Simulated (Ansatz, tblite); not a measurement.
## A script for Ca₂C (GFN1-xTB)

These are simulated results from tblite 0.8.0, not measurements. The cell was built from a prototype and was relaxed with r2SCAN in plane waves (Ansatz 0.2.0). Not every such cell is a known phase. All runs are without spin polarisation.

The symmetry is Fm-3m (No. 225, cubic); conventional cell a = 6.257 Å, 20.42 Å³ an atom. C is surrounded by 8 Ca at 2.71 Å; Ca is surrounded by 4 C at 2.71 Å.

tblite solves periodic systems at the zone centre alone, so the script builds a cluster of 2×2×2 conventional cells (96 atoms), which folds in a coarse mesh of k points.

run.py reads:

```python
import json
from ase import Atoms
from ase.build import make_supercell
from ase.units import Bohr, GPa, Hartree
from tblite.interface import Calculator

atoms = Atoms(['C', 'Ca', 'Ca'],
              cell=[[-0.0, 3.12858, 3.12858], [3.12858, 0.0, 3.12858], [3.12858, 3.12858, -0.0]],
              scaled_positions=[[0.0, -0.0, -0.0], [0.25, 0.25, 0.25], [0.75, 0.75, 0.75]],
              pbc=True)
cluster = make_supercell(atoms, [[-2, 2, 2], [2, -2, 2], [2, 2, -2]])
calc = Calculator('GFN1-xTB', cluster.numbers, cluster.positions / Bohr, lattice=cluster.cell[:] / Bohr, periodic=cluster.pbc)
calc.set('temperature', 0.02 / Hartree)
calc.set('max-iter', 150)
res = calc.singlepoint()
levels = res.get('orbital-energies') * Hartree
nv = round(res.get('orbital-occupations').sum() / 2)
cells = len(cluster) // len(atoms)
out = {'energy_per_cell': res.get('energy') * Hartree / cells, 'homo': levels[nv - 1], 'lumo': levels[nv],
       'stress': (-res.get('virial') * Hartree / cluster.get_volume() / GPa).tolist(), 'charges': res.get('charges')[:len(atoms)].tolist(), 'electrons': 2 * nv / cells}
json.dump(out, open('results.json', 'w'))
for key, value in out.items():
    print(key, value)
```

Command: `python run.py`. It took 8.2 s on 1 thread of Arm Neoverse V2, with other jobs on the host, peak memory 0.16 GiB.

The log:

```
------------------------------------------------------------
  cycle        total energy    energy error   density error
------------------------------------------------------------
      1     -34.97524468206  -3.5331409E+01   1.2709804E+00
      2      362.4949199590   3.9747016E+02   2.1461335E+00
      3     -99.34153602062  -4.6183646E+02   3.8495615E-01
      4     -99.15278277689   1.8875324E-01   2.1706627E-01
      5     -95.11724141826   4.0355414E+00   2.2521958E-01
      6     -101.0687340108  -5.9514926E+00   4.9409343E-02
      7     -101.1201398931  -5.1405882E-02   3.0694624E-02
      8     -101.0685906606   5.1549232E-02   3.4924666E-02
      9     -101.1089596024  -4.0368942E-02   2.4481229E-02
     10     -101.1320198726  -2.3060270E-02   1.4960963E-02
     11     -101.1443948488  -1.2374976E-02   6.4593713E-03
     12     -101.1441839515   2.1089728E-04   6.3157399E-03
     13     -101.1464313954  -2.2474439E-03   3.2362893E-03
     14     -101.1472238021  -7.9240675E-04   6.0151523E-04
     15     -101.1472290006  -5.1984449E-06   3.7964793E-04
     16     -101.1472308543  -1.8537449E-06   2.9404298E-04
     17     -101.1472324777  -1.6233448E-06   1.9396819E-04
     18     -101.1472337312  -1.2535184E-06   1.2807562E-04
     19     -101.1472348051  -1.0738962E-06   3.0094766E-05
     20     -101.1472348273  -2.2273298E-08   2.4710824E-05
     21     -101.1472348207   6.6144423E-09   2.3303884E-05
     22     -101.1472348621  -4.1414737E-08   3.5495580E-06
------------------------------------------------------------

 total:                                   7.639 sec
energy_per_cell -86.01113916034944
homo -12.634988903425436
lumo -12.634988888818116
stress [[3.61117895464034, -3.8345318904675534e-06, -3.834534779432155e-06], [-3.8345318903433335e-06, 3.6111789548044326, -3.8345322251411155e-06], [-3.8345347795960015e-06, -3.834532225184226e-06, 3.6111789562881214]]
charges [-0.2343043222808563, 0.11722975826566584, 0.11707221649397825]
electrons 8.0
```

The cycle table is in hartree for the whole cluster, and the lines after it are in eV (the energy for one cell). The printed stress is in GPa and positive in compression, and the pressure is its mean diagonal.

GFN1-xTB gives no gap at the points read. On the same cell, plane-wave PBE (Ansatz, 8×8×8 k points and the special points) gives a gap of 0.21 eV and r2SCAN a gap of 0.41 eV; on shared hosts these took about 1.9 and 5.5 core-seconds on the 3-atom cell, against 8.2 for the script. Semilocal gaps usually lie below measured ones.

The same script was run on cells scaled at fixed shape and fractional coordinates:

```json
{"volume (Å³/atom)": "17.97", "energy (meV/atom)": "140.9", "pressure (GPa, positive in compression)": "16.49", "gap (eV)": "0.00"}
{"volume (Å³/atom)": "19.19", "energy (meV/atom)": "46.2", "pressure (GPa, positive in compression)": "8.81", "gap (eV)": "0.00"}
{"volume (Å³/atom)": "20.42", "energy (meV/atom)": "0.0", "pressure (GPa, positive in compression)": "3.61", "gap (eV)": "0.00"}
{"volume (Å³/atom)": "21.64", "energy (meV/atom)": "-13.1", "pressure (GPa, positive in compression)": "0.01", "gap (eV)": "0.00"}
{"volume (Å³/atom)": "22.86", "energy (meV/atom)": "-3.3", "pressure (GPa, positive in compression)": "-2.42", "gap (eV)": "0.00"}
```

A Birch-Murnaghan fit puts the minimum at 21.65 Å³/atom, 6.0 % above the given cell, with a bulk modulus of 51.9 GPa at fixed shape.

xTB was fitted mostly to molecules, and a small cluster samples few k points, so gaps, pressures and kinks along a curve can be far from a solid's.
